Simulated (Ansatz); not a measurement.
# BFH2O2: a dynamics run in two tries

Aim: a short trajectory for this system. SMILES of the start: OB(O)F.

All numbers below are computed with Ansatz 0.2.0 (RKS PBE-D4/def2-SVP).

## 1. The starting structure

Bond lengths: B1–O2 1.403 Å, O2–H3 1.014 Å, B1–F4 1.276 Å, B1–O5 1.380 Å, B1–H6 0.180 Å. Angles: B1–O2–H3 107.5°, O2–B1–F4 117.7°, O2–B1–O5 121.7°, O2–B1–H6 92.2°, F4–B1–O5 120.5°, F4–B1–H6 32.5°, O5–B1–H6 142.0°.

Structure file:

```xyz
6

B     0.0272   -0.0569   -0.0439
O    -0.0153   -0.0883    1.3582
H    -0.9903   -0.1191    1.6331
F     1.1470    0.2025   -0.5969
O    -1.0809   -0.3567   -0.8104
H     0.1772    0.0431   -0.0439
```

## 2. The run

Contents of input.yaml:

```yaml
crystal:
  periodic: [false, false, false]
  atoms:
    - { symbol: B, position_ang: [0.027154, -0.056929, -0.043928] }
    - { symbol: O, position_ang: [-0.015291, -0.088317, 1.358161] }
    - { symbol: H, position_ang: [-0.990338, -0.119086, 1.633147] }
    - { symbol: F, position_ang: [1.146974, 0.202465, -0.596867] }
    - { symbol: O, position_ang: [-1.080887, -0.356662, -0.810395] }
    - { symbol: H, position_ang: [0.177154, 0.043071, -0.043928] }
basis:
  gaussian: { orbitals: def2-SVP }
hamiltonian:
  xc: pbe
  dispersion: d4
md:
  timestep: 0.25
  n_steps: 25
  ensemble: nve
  temperature: 300.0
  initial_velocities: maxwell_boltzmann
  seed: 129922
  masses: [{ species: H, mass: 3.016 }]
```

Started as:

```
ansatz run input.yaml --threads 1 --pin off --max-ram 2048MiB --backend cpu --events-out ev --progress --plain --runs-dir out
```

Before running it: what results should come out? Wanted: first try.

As calculated:

| quantity | value |
| --- | --- |
| first try | converged; not a sound result |
| cause | the last atom was put 0.18 Å from the first, almost on top of it |

The program did not catch the first fault at the input check, so it cost a run.
